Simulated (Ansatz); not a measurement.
**C₃H₁₀B₂: how energies converge with the basis set**

Aim: see how fast density functionals converge with the basis set for C₃H₁₀B₂.

Computed with Ansatz 0.2.0, Gaussian basis. Level: one geometry, several basis sets.

The runs, in order: PBE0-D4/def2-SVP; ωB97M-V/def2-SVP; PBE0-D4/def2-QZVPP; ωB97M-V/def2-QZVPP; the functionals' def2-TZVPP values are taken from earlier runs.

## (1) Structure used throughout

An earlier PBE0-D4 in a triple-zeta def2 set relaxation fixed the geometry.

15 atoms, charge 0, spin multiplicity 1.

Atoms are counted from 1 here; the program's logs count them from 0.

Bond lengths: B1–C2 1.545 Å, B1–H6 1.200 Å, B1–H7 1.200 Å, C2–C3 1.552 Å, C2–H8 1.092 Å, C2–H9 1.092 Å, C3–B4 1.566 Å, C3–H10 1.102 Å, C3–H11 1.102 Å, B4–C5 1.553 Å, B4–H12 1.204 Å, C5–H13 1.092 Å, C5–H14 1.093 Å, C5–H15 1.102 Å. Angles: C2–B1–H6 120.6°, C2–B1–H7 120.6°, H6–B1–H7 118.4°, B1–C2–C3 99.1°, B1–C2–H8 115.1°, B1–C2–H9 115.2°, C3–C2–H8 109.1°, C3–C2–H9 109.1°, H8–C2–H9 108.7°, C2–C3–B4 117.7°, C2–C3–H10 111.3°, C2–C3–H11 111.5°, B4–C3–H10 106.1°, B4–C3–H11 106.1°, H10–C3–H11 103.0°, C3–B4–C5 125.1°, C3–B4–H12 116.1°, C5–B4–H12 118.8° and more.

## (2) PBE0-D4 in def2-SVP

File in.yaml:

```yaml
crystal:
  periodic: [false, false, false]
  atoms:
    - {symbol: B, position_ang: [-1.048998, 1.435389, 1.735022]}
    - {symbol: C, position_ang: [-0.356566, 1.070126, 0.402814]}
    - {symbol: C, position_ang: [-0.154370, -0.450566, 0.640573]}
    - {symbol: B, position_ang: [0.508590, -1.285353, -0.506777]}
    - {symbol: C, position_ang: [0.953327, -0.716811, -1.881925]}
    - {symbol: H, position_ang: [-2.238186, 1.331651, 1.853278]}
    - {symbol: H, position_ang: [-0.398801, 1.695569, 2.708937]}
    - {symbol: H, position_ang: [0.617068, 1.538503, 0.242823]}
    - {symbol: H, position_ang: [-0.965889, 1.214712, -0.492108]}
    - {symbol: H, position_ang: [0.450257, -0.638223, 1.542496]}
    - {symbol: H, position_ang: [-1.107534, -0.952864, 0.872168]}
    - {symbol: H, position_ang: [0.636352, -2.464162, -0.297329]}
    - {symbol: H, position_ang: [1.028910, 0.370619, -1.938323]}
    - {symbol: H, position_ang: [1.875638, -1.173602, -2.250835]}
    - {symbol: H, position_ang: [0.178402, -1.025787, -2.601412]}
basis:
  gaussian: {orbitals: def2-SVP}
hamiltonian: {xc: pbe0, dispersion: d4}
output: {orbitals: {seedname: orbitals}}
```

The runs that follow: ωB97M-V in def2-SVP; PBE0-D4 in def2-QZVPP; ωB97M-V in def2-QZVPP.

Before running them: what should the planned runs give, taken together? Wanted: PBE0-D4: double and triple zeta above quadruple; ωB97M-V: double and triple zeta above quadruple.

The runs gave:

```
                                       quantity          value
PBE0-D4: double and triple zeta above quadruple  5.26, 0.28 eV
ωB97M-V: double and triple zeta above quadruple  5.63, 0.27 eV
```

PBE0-D4 gains 4.98 eV from double to triple zeta, then 0.28 eV more. These are total energies; as a rule much of such shifts cancels in differences, which this series doesn't test.
